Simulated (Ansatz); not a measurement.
Write a Python script for Ansatz 0.2.0 through its Python package that makes a frozen displacement of one atom of La3Ag, space group Pm-3m. Settings (first run): r2SCAN, PAW, the default cutoff (500 eV here), 4×4×4 k-points, Fermi-Dirac smearing of 0.1 eV.

```cif
data_structure
_symmetry_space_group_name_H-M 'P 1'
_symmetry_Int_Tables_number 1
_cell_length_a 5.0195
_cell_length_b 5.0195
_cell_length_c 5.0195
_cell_angle_alpha 90.000
_cell_angle_beta 90.000
_cell_angle_gamma 90.000
_cell_volume 126.47
loop_
_atom_site_label
_atom_site_type_symbol
_atom_site_fract_x
_atom_site_fract_y
_atom_site_fract_z
_atom_site_occupancy
La1 La 0.00000 0.50000 0.50000 1
La2 La 0.50000 0.00000 0.50000 1
La3 La 0.50000 0.50000 0.00000 1
Ag1 Ag 0.00000 0.00000 0.00000 1
```

`push.py`
```python
'''Frozen displacement of one atom in La3Ag.'''

from dataclasses import dataclass
import logging
import sys

import ansatz as az
import numpy as np

logging.basicConfig(stream=sys.stdout, format='%(levelname)s %(message)s')
log = logging.getLogger('calc')
log.setLevel(logging.INFO)


@dataclass
class Settings:
    xc: str = 'r2scan'
    kmesh: tuple[int, ...] = (4, 4, 4)
    filling: str = 'fermi_dirac'


settings = Settings()

lattice = az.Lattice.of(
    [5.019502, 0.0, 0.0],
    [0.0, 5.019502, 0.0],
    [0.0, 0.0, 5.019502],
)
sites = [
    ('La', [0.0, 0.5, 0.5]),
    ('La', [0.5, 0.0, 0.5]),
    ('La', [0.5, 0.5, 0.0]),
    ('Ag', [0.0, 0.0, 0.0]),
]
crystal = az.Crystal(lattice=lattice)
for symbol, position in sites:
    crystal = crystal.atom(symbol, position)

inverse = np.linalg.inv(np.array(crystal.lattice.vectors))
home = np.array(crystal.sites[2].position)
values = np.linspace(-0.1, 0.1, 5)
energies, pulls = [], []
for shift in values:
    moved = crystal.move(2, to=home + shift * inverse[1])
    calc = moved.calculation()
    calc = calc.functional(settings.xc)
    calc = calc.kpoints(*settings.kmesh)
    calc = calc.occupations(settings.filling).forces()
    report = calc.run(threads=1, pin='off').report
    energies.append(report['free_energy_ev'])
    pulls.append(report['forces_ev_ang'][2][1])

# the force is minus the slope of the free energy
log.info('shift (A)   dE (eV)   force along y (eV/A)')
for shift, e, f in zip(values, energies, pulls):
    log.info(f'{shift:8.3f} {e - energies[2]:10.5f} {f:12.4f}')
log.info(f'stiffness from energies {2 * np.polyfit(values, energies, 2)[0]:.3f}, from forces {-np.polyfit(values, pulls, 1)[0]:.3f} eV/A^2')
```

Output of `python push.py`:
```text
DeckWarning: basis.ecutwfc = 500 eV, auto-derived from the records' recommended cutoffs: set by La (their level for a meta-GGA)
INFO shift (A)   dE (eV)   force along y (eV/A)
INFO   -0.100    0.00058       0.0121
INFO   -0.050    0.00014       0.0057
INFO    0.000    0.00000      -0.0000
INFO    0.050    0.00014      -0.0057
INFO    0.100    0.00058      -0.0121
INFO stiffness from energies 0.116, from forces 0.119 eV/A^2
```
(Warnings from the package without file and line.)

For a metal this k-point mesh is coarse: on a finer one energies can move by several to tens of meV an atom and pressures by half a GPa or more, differences at one mesh by less. In a metal a curvature from energy changes of a few meV or less hangs on mesh and smearing, in size and even in sign. The structure comes from a database of computed cells and needn't be a stable or known phase. All periodic images of the atom move with it, so the curvature is one diagonal element of the zone-centre force constants and no normal mode; a positive value doesn't exclude soft modes in which several atoms move. Hardware and time: 2.3 min on 1 thread of Arm Neoverse V1, on a shared host, peak memory 0.76 GiB.
